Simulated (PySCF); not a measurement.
# H2I3OPb (Pb(I)3(H2O)+): the cost of one run

Computed with PySCF 2.14.0. Level: PBE0, Pb def2-SVP with ECP60, I def2-SVP with ECP28, O def2-SVP, H def2-SVP; scalar-relativistic core potentials, no spin–orbit coupling.

1 further run of the same task is left out (for a known fault of the program).

## (1) Starting geometry

7 atoms, charge 1, spin multiplicity 1.

Bond lengths: Pb1–I2 2.697 Å, Pb1–I3 2.697 Å, Pb1–I4 2.697 Å, Pb1–O5 2.180 Å, O5–H6 0.970 Å, O5–H7 0.970 Å. Angles: I2–Pb1–I3 109.5°, I2–Pb1–I4 109.5°, I2–Pb1–O5 109.5°, I3–Pb1–I4 109.5°, I3–Pb1–O5 109.5°, I4–Pb1–O5 109.5°, Pb1–O5–H6 127.5°, Pb1–O5–H7 127.5°, H6–O5–H7 105.1°.

Coordinates:

```xyz
7

Pb    0.00000    0.00000    0.00000
I     1.55710    1.55710    1.55710
I    -1.55710   -1.55710    1.55710
I     1.55710   -1.55710   -1.55710
O    -1.25860    1.25860   -1.25860
H    -1.59930    2.14370   -1.05480
H    -1.59930    1.05480   -2.14370
```

Formal oxidation states: Pb +4.

## (2) SCF at the start, singlet

run.py (the lines that set the calculation) reads:

```python
mol = gto.M(atom='''
Pb     0.00000     0.00000     0.00000
I      1.55710     1.55710     1.55710
I     -1.55710    -1.55710     1.55710
I      1.55710    -1.55710    -1.55710
O     -1.25860     1.25860    -1.25860
H     -1.59930     2.14370    -1.05480
H     -1.59930     1.05480    -2.14370''',
    basis={'Pb': 'def2-SVP', 'I': 'def2-SVP', 'O': 'def2-SVP', 'H': 'def2-SVP'},
    ecp={'Pb': 'def2-SVP', 'I': 'def2-SVP'},
    charge=1, spin=0)
mf = dft.RKS(mol, xc='PBE0')
mf.grids.atom_grid = (50, 194)
mf = mf.density_fit()  # fitting sets: Pb def2-universal-JKFIT, I def2-universal-JKFIT, O def2-universal-JKFIT, H def2-universal-JKFIT
mf.conv_tol = 1e-08; mf.max_cycle = 55
mf.kernel(dm0)  # dm0: free metal ions and neutral atoms
```

Run with:

```
$ OMP_NUM_THREADS=2 python run.py
```

**Question.** How long does this run take on 2 threads of Arm Neoverse V2, shared host, and how much memory does it need?

About 4.3 s, with a peak of 0.55 GiB.
